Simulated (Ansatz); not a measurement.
# C4H13GaN2O: basis-set convergence

One table from this session's results is given with a row withheld; the runs are named, their logs left out.

Computed with Ansatz 0.2.0, Gaussian basis. Level: one geometry, several basis sets.

Plan: PBE0-D4/def2-SVP; ωB97M-V/def2-SVP; PBE0-D4/def2-QZVPP; ωB97M-V/def2-QZVPP; the functionals' def2-TZVPP values are taken from earlier runs.

## Structure used throughout

An earlier PBE0-D4 in a triple-zeta def2 set relaxation fixed the geometry.

SMILES `C[N](C)[Ga]([OH])[N](C)C`, 21 atoms, charge 0, spin multiplicity 1.

Atoms are counted from 1 here; the program's logs count them from 0.

Bond lengths: C1–N2 1.438 Å, C1–H9 1.091 Å, C1–H10 1.101 Å, C1–H11 1.101 Å, N2–C3 1.438 Å, N2–Ga4 1.820 Å, C3–H12 1.101 Å, C3–H13 1.101 Å, C3–H14 1.093 Å, Ga4–O5 1.793 Å, Ga4–N6 1.812 Å, O5–H15 0.958 Å, N6–C7 1.441 Å, N6–C8 1.437 Å, C7–H16 1.100 Å, C7–H17 1.101 Å, C7–H18 1.091 Å, C8–H19 1.101 Å and more. Angles: N2–C1–H9 111.3°, N2–C1–H10 111.2°, N2–C1–H11 112.1°, H9–C1–H10 107.1°, H9–C1–H11 107.8°, H10–C1–H11 107.0°, C1–N2–C3 113.0°, C1–N2–Ga4 124.8°, C3–N2–Ga4 122.2°, N2–C3–H12 111.8°, N2–C3–H13 111.7°, N2–C3–H14 111.1°, H12–C3–H13 107.1°, H12–C3–H14 107.7°, H13–C3–H14 107.1°, N2–Ga4–O5 119.7°, N2–Ga4–N6 126.4°, O5–Ga4–N6 113.8° and more.

The first run:

Contents of in.yaml:

```yaml
crystal:
  periodic: [false, false, false]
  atoms:
    - {symbol: C, position_ang: [-1.444212, -0.579704, 1.704528]}
    - {symbol: N, position_ang: [-1.395752, 0.401922, 0.654637]}
    - {symbol: C, position_ang: [-2.617892, 1.149404, 0.526087]}
    - {symbol: Ga, position_ang: [0.038817, 0.696325, -0.426624]}
    - {symbol: O, position_ang: [0.141379, 2.215311, -1.373483]}
    - {symbol: N, position_ang: [1.444044, -0.419385, -0.677486]}
    - {symbol: C, position_ang: [2.633820, 0.030306, -1.354970]}
    - {symbol: C, position_ang: [1.498466, -1.799592, -0.281745]}
    - {symbol: H, position_ang: [-0.479536, -1.074512, 1.828833]}
    - {symbol: H, position_ang: [-1.698749, -0.117736, 2.670414]}
    - {symbol: H, position_ang: [-2.199213, -1.357465, 1.510960]}
    - {symbol: H, position_ang: [-2.857532, 1.703467, 1.446539]}
    - {symbol: H, position_ang: [-3.475752, 0.494184, 0.311094]}
    - {symbol: H, position_ang: [-2.553074, 1.872846, -0.290280]}
    - {symbol: H, position_ang: [-0.468555, 2.896849, -1.088169]}
    - {symbol: H, position_ang: [2.832459, -0.568226, -2.256551]}
    - {symbol: H, position_ang: [3.522043, -0.049862, -0.710076]}
    - {symbol: H, position_ang: [2.532425, 1.072415, -1.662368]}
    - {symbol: H, position_ang: [1.703496, -2.453122, -1.143141]}
    - {symbol: H, position_ang: [2.291207, -1.986919, 0.459073]}
    - {symbol: H, position_ang: [0.552112, -2.126498, 0.152739]}
basis:
  gaussian: {orbitals: def2-SVP}
hamiltonian: {xc: pbe0, dispersion: d4}
output: {orbitals: {seedname: orbitals}}
```

Started as:

```sh
> ansatz run in.yaml --threads 4 --pin off --events-out ev --progress --plain --max-ram 41984MiB --backend cpu
```

Among the steps run: PBE0-D4 in def2-SVP; ωB97M-V in def2-SVP; PBE0-D4 in def2-QZVPP; ωB97M-V in def2-QZVPP.

One table of the session follows, with a row left open; its other results are not shown here.

It belongs to the step «Functionals by basis». 

```
functional       basis  HOMO (eV)  LUMO (eV)
   PBE0-D4    def2-SVP      -5.76       0.30
   PBE0-D4  def2-TZVPP      -5.89       0.07
   PBE0-D4  def2-QZVPP      -5.92      -0.20
   ωB97M-V    def2-SVP      -8.04       2.06
   ωB97M-V  def2-TZVPP          ?          ?
   ωB97M-V  def2-QZVPP      -8.20       1.18
```

Estimate the missing values for ωB97M-V, def2-TZVPP.

The run gave: HOMO (eV): -8.17; LUMO (eV): 1.77. In the column «HOMO (eV)» it lies between ωB97M-V, def2-QZVPP (-8.20) and ωB97M-V, def2-SVP (-8.04).
